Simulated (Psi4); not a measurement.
# InH2Br (SMILES [H][In]([H])[Br]): r2SCAN/def2-SVP (core potential, sweep point 1)

Wanted: a geometry optimisation of InH2Br. 

The calculation is run with Psi4 1.11.

2 further runs of the same task are left out: 2 set aside as unsound or not needed.

## (1) The system as given

The species is InH2Br (4 atoms), meant as a singlet with charge 0. SMILES: `[H][In]([H])[Br]`. The shape comes from GFN2-xTB, which is rough for such elements, and wasn't checked as a minimum. The run starts from this shape.

Bond lengths: In1–Br4 2.455 Å, In1–H2 1.709 Å, In1–H3 1.708 Å. Angles: H2–In1–Br4 119.1°, H3–In1–Br4 119.2°, H2–In1–H3 121.7°.

## (2) A structure relaxation at r2SCAN/def2-SVP (core potential, sweep point 1)

File brh2in.py:

```python
import psi4

psi4.set_memory('1600 MB')
psi4.set_num_threads(1)
psi4.core.set_output_file('brh2in.out', False)

geom = psi4.geometry("""
In     0.100830     0.170160    -0.002840
H      1.808980     0.117430     0.011400
H     -0.751840     1.649560    -0.020100
Br    -1.157970    -1.937140     0.011540
symmetry c1
""")

options = {'basis': 'def2-SVP', 'reference': 'rks', 'puream': True, 'scf_type': 'pk', 'dft_radial_points': 99, 'dft_spherical_points': 590, 'g_convergence': 'gau_tight', 'geom_maxiter': 50}
psi4.set_options(options)

energy_value, wavefunction = psi4.optimize('R2SCAN', return_wfn=True)
print('E =', round(energy_value, 9))
print(geom.to_string(dtype='xyz', units='Angstrom'))
```

The run is started by

```sh
python brh2in.py
```

Q: Predict the results. Wanted: total energy at the end; dipole moment; HOMO energy; LUMO energy; HOMO–LUMO gap.

**Answer.** As computed:

Level: r2SCAN/def2-SVP (core potential, sweep point 1).

| quantity | value |
| --- | --- |
| total energy at the end | -2765.26331 Eh |
| dipole moment | 2.74 D |
| HOMO energy | -6.75 eV |
| LUMO energy | -2.43 eV |
| HOMO–LUMO gap | 4.31 eV |

**Reading.** At the final geometry: Bond lengths: In1–Br4 2.507 Å, In1–H2 1.712 Å, In1–H3 1.712 Å. Angles: H2–In1–Br4 112.5°, H3–In1–Br4 112.5°, H2–In1–H3 135.0°. The optimisation took 7 steps and changed the energy by -0.057 eV.
